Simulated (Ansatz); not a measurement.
# C₁₀H₅NO₅W: basis-set convergence

An exercise on one series of results from a longer session: the logs are not shown, and one member is left open.

Computed with Ansatz 0.2.0, Gaussian basis. Level: one geometry, several basis sets.

The runs, in order: PBE0-D4/def2-SVP; ωB97M-V/def2-SVP; PBE0-D4/def2-QZVPP; ωB97M-V/def2-QZVPP; the functionals' def2-TZVPP values are taken from earlier runs.

### Structure used throughout

The geometry comes from an earlier relaxation with PBE0-D4 in a triple-zeta def2 set; it is a stationary point, not always the lowest conformer. W takes the def2 core potential; no spin-orbit term is included.

SMILES `[O+]#[C][W-6]([C]#[O+])([C]#[O+])([C]#[O+])([C]#[O+])[n+]1ccccc1`, 22 atoms, charge 0, spin multiplicity 1.

Atoms are counted from 1 here; the program's logs count them from 0.

Bond lengths: O1–C2 1.148 Å, C2–W3 1.989 Å, W3–C4 2.048 Å, W3–C6 2.048 Å, W3–C8 2.048 Å, W3–C10 2.048 Å, W3–N12 2.286 Å, C4–O5 1.143 Å, C6–O7 1.143 Å, C8–O9 1.143 Å, C10–O11 1.143 Å, N12–C13 1.339 Å, N12–C17 1.339 Å, C13–C14 1.381 Å, C13–H18 1.083 Å, C14–C15 1.384 Å, C14–H19 1.082 Å, C15–C16 1.384 Å and more. Angles: O1–C2–W3 180.0°, C2–W3–C4 88.6°, C2–W3–C6 88.6°, C2–W3–C8 88.6°, C2–W3–C10 88.6°, C2–W3–N12 180.0°, C4–W3–C6 89.7°, C4–W3–C8 90.2°, C4–W3–C10 177.3°, C4–W3–N12 91.4°, C6–W3–C8 177.2°, C6–W3–C10 90.2°, C6–W3–N12 91.4°, C8–W3–C10 89.7°, C8–W3–N12 91.4°, C10–W3–N12 91.4°, W3–C4–O5 177.7°, W3–C6–O7 177.7° and more.

The first run:

The input, in.yaml:

```yaml
crystal:
  periodic: [false, false, false]
  atoms:
    - {symbol: O, position_ang: [-0.282636, -0.900321, -4.721319]}
    - {symbol: C, position_ang: [-0.215338, -0.685612, -3.595221]}
    - {symbol: W, position_ang: [-0.098810, -0.313855, -1.645142]}
    - {symbol: C, position_ang: [1.211048, 1.204152, -2.062977]}
    - {symbol: O, position_ang: [1.940419, 2.039168, -2.339496]}
    - {symbol: C, position_ang: [-1.662125, 0.993114, -1.850963]}
    - {symbol: O, position_ang: [-2.537527, 1.710346, -2.009039]}
    - {symbol: C, position_ang: [1.459088, -1.638800, -1.535942]}
    - {symbol: O, position_ang: [2.326082, -2.382971, -1.519741]}
    - {symbol: C, position_ang: [-1.414345, -1.850170, -1.323156]}
    - {symbol: O, position_ang: [-2.152056, -2.712289, -1.188165]}
    - {symbol: N, position_ang: [0.035826, 0.113561, 0.596687]}
    - {symbol: C, position_ang: [-1.061784, 0.162896, 1.361554]}
    - {symbol: C, position_ang: [-1.024438, 0.418154, 2.718260]}
    - {symbol: C, position_ang: [0.199457, 0.634848, 3.328013]}
    - {symbol: C, position_ang: [1.339890, 0.585694, 2.544646]}
    - {symbol: C, position_ang: [1.215048, 0.324303, 1.194356]}
    - {symbol: H, position_ang: [-2.003074, -0.010561, 0.855704]}
    - {symbol: H, position_ang: [-1.949244, 0.444373, 3.280016]}
    - {symbol: H, position_ang: [0.263106, 0.837569, 4.390343]}
    - {symbol: H, position_ang: [2.323612, 0.747128, 2.966259]}
    - {symbol: H, position_ang: [2.087758, 0.279284, 0.555331]}
basis:
  gaussian: {orbitals: def2-SVP}
hamiltonian: {xc: pbe0, dispersion: d4}
output: {orbitals: {seedname: orbitals}}
```

Steps of the session up to this table: PBE0-D4 in def2-SVP; ωB97M-V in def2-SVP; PBE0-D4 in def2-QZVPP; ωB97M-V in def2-QZVPP.

One of the session's tables, all rows but one given; the rest of the session is left out.

It belongs to the step «Functionals by basis». 

```
functional       basis  HOMO (eV)  LUMO (eV)
   PBE0-D4    def2-SVP      -5.98      -2.03
   PBE0-D4  def2-TZVPP      -6.03      -2.13
   PBE0-D4  def2-QZVPP          ?          ?
   ωB97M-V    def2-SVP      -7.59       0.09
   ωB97M-V  def2-TZVPP      -7.69      -0.08
   ωB97M-V  def2-QZVPP      -7.72      -0.14
```

**Question.** Estimate the row for PBE0-D4, def2-QZVPP.

The run gave: HOMO (eV): -6.06; LUMO (eV): -2.16. In the column «HOMO (eV)» it lies between ωB97M-V, def2-SVP (-7.59) and PBE0-D4, def2-TZVPP (-6.03).
